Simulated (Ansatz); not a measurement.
Geometry optimisation, Ansatz, DFT r2SCAN-D3(BJ), scalar-relativistic, plane waves, PAW.

Input file:

```yaml
accuracy: low
crystal:
  lattice:
    - [8.650826, 0.0, 0.0]
    - [0.0, 8.650826, 0.0]
    - [0.0, 0.0, 8.650826]
  atoms:
    - { symbol: O, position: [0.3250487, 0.0967866, 0.3604975] }
    - { symbol: C, position: [0.2618119, 0.1651324, 0.2610167] }
    - { symbol: S, position: [0.1778378, 0.2558907, 0.1289133] }
    - { symbol: O, position: [0.6265946, 0.461285, 0.4097513] }
    - { symbol: C, position: [0.6549539, 0.4593354, 0.5430119] }
    - { symbol: S, position: [0.692613, 0.4567466, 0.7199727] }
    - { symbol: O, position: [0.4413673, 0.8223122, 0.4728919] }
    - { symbol: C, position: [0.3060311, 0.8264583, 0.4881692] }
    - { symbol: S, position: [0.1263143, 0.831964, 0.5084563] }
    - { symbol: O, position: [1.0570278, 0.8232463, 0.0423358] }
    - { symbol: C, position: [0.9465449, 0.8600547, 0.1130828] }
    - { symbol: S, position: [0.7998315, 0.9089336, 0.2070297] }
    - { symbol: O, position: [0.4997622, 0.4307006, 1.0442384] }
    - { symbol: C, position: [0.5041015, 0.5516381, 0.9816146] }
    - { symbol: S, position: [0.5098638, 0.7122346, 0.8984546] }
    - { symbol: O, position: [0.315679, 0.5783486, 0.675751] }
    - { symbol: C, position: [0.1915799, 0.5887217, 0.7310527] }
    - { symbol: S, position: [0.0267851, 0.6024964, 0.8044894] }
basis:
  ecutwfc: 500.0
kpoints:
  mp_grid: { grid: [1, 1, 1] }
hamiltonian:
  xc: r2scan
  dispersion: d3bj
scf:
  occupations: { method: fermi_dirac, width: 0.05 }
  lower_state_search: "off"
relax:
  f_tol: 0.3
  max_steps: 15
  adjacent_minimum: "off"
```

Launched with:

```bash
$ ansatz run input.yaml --threads 2 --pin off --max-ram 5120MiB --backend cpu --events-out ev --progress --plain --runs-dir out
```

Question: Where does it end, and by what steps?

Answer: The run converged. The threshold is loose, so the end isn't yet a minimum. The force dipped under the threshold on the way, but the program's further checks kept it going. Limits of this set-up: coarse k mesh, low accuracy level. After 13 steps the energy has fallen by 1.283 eV; O16 moved furthest, 1.46 Å.

| step | energy less start (eV) | largest force component (eV/Å) | accepted |
| --- | --- | --- | --- |
| 0 | 0.0000 | 2.035 | yes |
| 1 | -0.5763 | 0.679 | yes |
| 2 | -0.8956 | 0.658 | yes |
| 3 | -1.0428 | 0.854 | yes |
| 4 | -1.1109 | 0.399 | yes |
| 5 | -1.1606 | 0.239 | yes |
| 6 | -1.1922 | 0.379 | yes |
| 7 | -1.2171 | 0.584 | yes |
| 8 | -1.2370 | 0.693 | yes |
| 9 | -1.2521 | 0.680 | yes |
| 10 | -1.2657 | 0.536 | yes |
| 11 | -1.2752 | 0.424 | yes |
| 12 | -1.2828 | 0.096 | yes |
| 13 | -1.2828 | 0.096 | yes |

```xyz
18
Lattice="8.6508 0.0000 0.0000 0.0000 8.6508 0.0000 0.0000 0.0000 8.6508" Properties=species:S:1:pos:R:3
O 3.637 1.502 2.862
C 2.623 1.928 2.498
S 1.259 2.495 2.008
O 4.420 4.614 3.038
C 5.107 4.254 3.899
S 6.034 3.772 5.054
O 4.425 7.381 4.551
C 3.272 7.370 4.443
S 1.719 7.355 4.308
O 8.799 7.533 0.713
C 7.942 7.668 1.483
S 6.787 7.841 2.517
O 4.372 3.524 8.617
C 4.240 4.665 8.464
S 4.063 6.197 8.250
O 2.417 3.674 5.342
C 1.599 4.008 6.092
S 0.504 4.466 7.098
```

Whether the end is a true minimum wasn't checked by a vibrational analysis.

Run time: 100 s on 2 threads of Intel(R) Xeon(R) 6975P-C (Granite Rapids), on a shared host, peak memory 1.1 GiB.
